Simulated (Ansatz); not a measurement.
# LaSb: how the settings move a single-point run

How sensitive is a single-point run of LaSb to its settings? A reference run comes first, then one run with altered input. The cell is built on a prototype (h-MgO type) and needn't be the phase found in nature.

Method: reference: DFT, r2SCAN, plane waves, PAW, in Ansatz 0.2.0.

3 further runs of the same task are left out: 1 for a known fault of the program, 2 that didn't finish.

## 1. Starting point

It takes space group P6_3/mmc (No. 194, hexagonal). The conventional cell has a = 5.555 Å, b = 5.555 Å, c = 6.501 Å, α = 90.00°, β = 90.00°, γ = 120.00°. La (site symmetry -6m2) is surrounded by 5 Sb at 3.21 to 3.25 Å. Sb (site symmetry -6m2) has 5 La at 3.21 to 3.25 Å as nearest neighbours.

As a file:

```
CELL_PARAMETERS angstrom
5.55499 0.00000 0.00000
-2.77749 4.81076 0.00000
0.00000 0.00000 6.50137
ATOMIC_POSITIONS crystal
La 0.33333 0.66667 0.25000
La 0.66667 0.33333 0.75000
Sb 0.66667 0.33333 0.25000
Sb 0.33333 0.66667 0.75000
```

## 2. Baseline

File input.yaml:

```yaml
crystal:
  lattice:
    - [5.554987635, 0.0, 0.0]
    - [-2.7774938175, 4.8107604096, 0.0]
    - [0.0, 0.0, 6.5013663283]
  atoms:
    - { symbol: La, position: [0.3333333333, 0.6666666667, 0.25] }
    - { symbol: La, position: [0.6666666667, 0.3333333333, 0.75] }
    - { symbol: Sb, position: [0.6666666667, 0.3333333333, 0.25] }
    - { symbol: Sb, position: [0.3333333333, 0.6666666667, 0.75] }
kpoints:
  mp_grid: { grid: [6, 6, 4] }
hamiltonian:
  xc: r2scan
scf:
  occupations: { method: fermi_dirac, width: 0.02 }
  n_extra_bands: 5
output:
  forces: true
  stress: true
  eigenvalues: true
  write_density: true
  write_potential: true
  elf: true
  volumetric_format: npy
```

Run with:

```console
ansatz run input.yaml --threads 4 --pin off --max-ram 3686MiB --backend cpu --events-out ev --progress --plain --runs-dir out
```

## 3. Variant: ecutrho_ratio 12

input.yaml: that of step 2 with these lines changed.

```diff
@@ -17,2 +17,3 @@
   n_extra_bands: 5
+  max_iter: 99
 output:
@@ -21,5 +22,3 @@
   eigenvalues: true
-  write_density: true
-  write_potential: true
-  elf: true
-  volumetric_format: npy
+basis:
+  ecutrho_ratio: 12
```

Before running it: what results should come out? Wanted: for each run, ending; energy change; pressure; gap; force.

The runs gave:

| run | ending | energy change | pressure (GPa) | gap (eV) | force (eV/Å) | cycles | time |
| --- | --- | --- | --- | --- | --- | --- | --- |
| reference | converged | 0 | 0.0 | 0.18 | 0.00 | 8 | 14 s |
| 1: ecutrho_ratio 12 | converged | 0.0 meV/atom | 0.0 | 0.18 | 0.00 | 8 | 24 s |

Times don't compare one to one where runs were asked for different outputs or read a saved state (see the inputs); cycles may leave out searches for a lower state.

Residual by cycle in the longest SCF loop of each run; runs are numbered as in the table. The quantity is the density residual dr2, in eV.

| cycle | reference | run 1 |
| --- | --- | --- |
| 1 | 0.163 | 0.163 |
| 2 | 0.03 | 0.0299 |
| 3 | 0.00117 | 0.00118 |
| 4 | 3.2e-4 | 3.2e-4 |
| 5 | 5.5e-5 | 5.6e-5 |
| 6 | 3.7e-6 | 3.8e-6 |
| 7 | 2.4e-7 | 2.4e-7 |
| 8 | 2.7e-8 | 2.7e-8 |

Changing the numerical grids leaves the energy as it was (0.0 meV/atom). The gap of the reference lacks spin-orbit coupling, though the cell holds La.
